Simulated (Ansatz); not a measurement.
**F− with CH₅N: structure and interaction energy**

Aim: relax the pair, then compute its interaction energy with counterpoise at many levels, up to CCSD(T).

The runs use Ansatz 0.2.0, Gaussian basis; PBE0-D4 structure, single points in def2-TZVPPD.

Levels: PBE-D4, revPBE-D4, BLYP-D4, r2SCAN-D4, B97M-V, PBE0-D4, B3LYP-D4, HSE06-D4, wB97X-V, wB97M-V, B2PLYP, Hartree-Fock, MP2, CCSD, CCSD(T). The reference is CCSD(T) extrapolated to the basis limit.

Correlated methods freeze the cores. B3LYP uses VWN-RPA correlation. B2PLYP carries no dispersion term here.

163 further runs of the same task are left out: 163 set aside as unsound or not needed.

### 1 Starting geometry

The pair, from a GFN2-xTB docking trial: 8 atoms, charge -1, spin multiplicity 1.

Atoms are counted from 1 here; the program's logs count them from 0.

Bond lengths: C2–N3 1.443 Å, C2–H4 1.105 Å, C2–H5 1.101 Å, C2–H6 1.092 Å, N3–H7 1.019 Å, N3–H8 1.064 Å. Angles: N3–C2–H4 115.0°, N3–C2–H5 110.4°, N3–C2–H6 108.4°, H4–C2–H5 107.3°, H4–C2–H6 107.4°, H5–C2–H6 108.0°, C2–N3–H7 108.9°, C2–N3–H8 108.3°, H7–N3–H8 104.0°.

As a file:

```
F     0.5135    0.2161   -2.5185
C    -0.3174   -0.4308    0.6702
N     0.6076    0.5185    0.1000
H    -1.3200   -0.4430    0.2063
H    -0.4553   -0.2355    1.7452
H     0.1050   -1.4319    0.5614
H     0.2146    1.4546    0.1855
H     0.6520    0.3520   -0.9501
```

Atoms 1 to 1 are fragment A (F−), the rest fragment B (CH₅N).

### 2 A first relaxation in a small basis

Input file pre/in.yaml:

```yaml
crystal:
  periodic: [false, false, false]
  atoms:
    - {symbol: F, position_ang: [0.513500, 0.216100, -2.518500]}
    - {symbol: C, position_ang: [-0.317400, -0.430800, 0.670200]}
    - {symbol: N, position_ang: [0.607600, 0.518500, 0.100000]}
    - {symbol: H, position_ang: [-1.320000, -0.443000, 0.206300]}
    - {symbol: H, position_ang: [-0.455300, -0.235500, 1.745200]}
    - {symbol: H, position_ang: [0.105000, -1.431900, 0.561400]}
    - {symbol: H, position_ang: [0.214600, 1.454600, 0.185500]}
    - {symbol: H, position_ang: [0.652000, 0.352000, -0.950100]}
basis:
  gaussian: {orbitals: def2-SVPD}
total_charge: -1
hamiltonian: {xc: pbe, dispersion: d4}
relax: {f_tol: 0.03, max_steps: 250}
```

Started as:

```console
> ansatz run in.yaml --threads 2 --pin off --events-out ev --progress --plain --max-ram 5222MiB
```

After this run come: Relaxation at PBE0-D4; wB97X-V/def2-TZVPPD; wB97M-V/def2-TZVPPD; B2PLYP/def2-TZVPPD; B97M-V/def2-TZVPPD; CCSD(T)/def2-TZVPPD; MP2/def2-QZVPPD; Vibrations of the pair.

Before running it: what results should come out? Wanted: interaction energy, CCSD(T)/CBS; of it Hartree-Fock; D4 term of PBE0-D4; shortest contact; lowest wavenumber.

The runs gave:

| quantity | value |
| --- | --- |
| interaction energy, CCSD(T)/CBS | -82.31 kJ/mol |
| of it Hartree-Fock (basis limit) | -68.67 kJ/mol |
| D4 term of PBE0-D4 | -2.80 kJ/mol |
| shortest contact | F1–H8 1.54 Å |
| lowest wavenumber | 126 cm⁻¹ |

The pair is bound by 82.31 kJ/mol at fixed fragment shapes. Hartree-Fock gives 83 % of it, so electrostatics, induction and charge transfer lead. B97M-V is the best functional here (-0.05 kJ/mol from CCSD(T)/CBS); r2SCAN-D4 is the worst (-6.35 kJ/mol). By rung, the mean size of the error is: GGA 2.23, meta-GGA 3.20, hybrid 2.68, screened hybrid 4.64, range-separated hybrid 1.11, double hybrid 4.38 kJ/mol. PBE-D4 gives an interaction energy 3.68 kJ/mol too low, an error of 4 % of the reference. CCSD(T) moves by -4.36 kJ/mol from triple zeta to the limit; gaps between functionals far smaller than that don't rank them. A lower arrangement may exist.
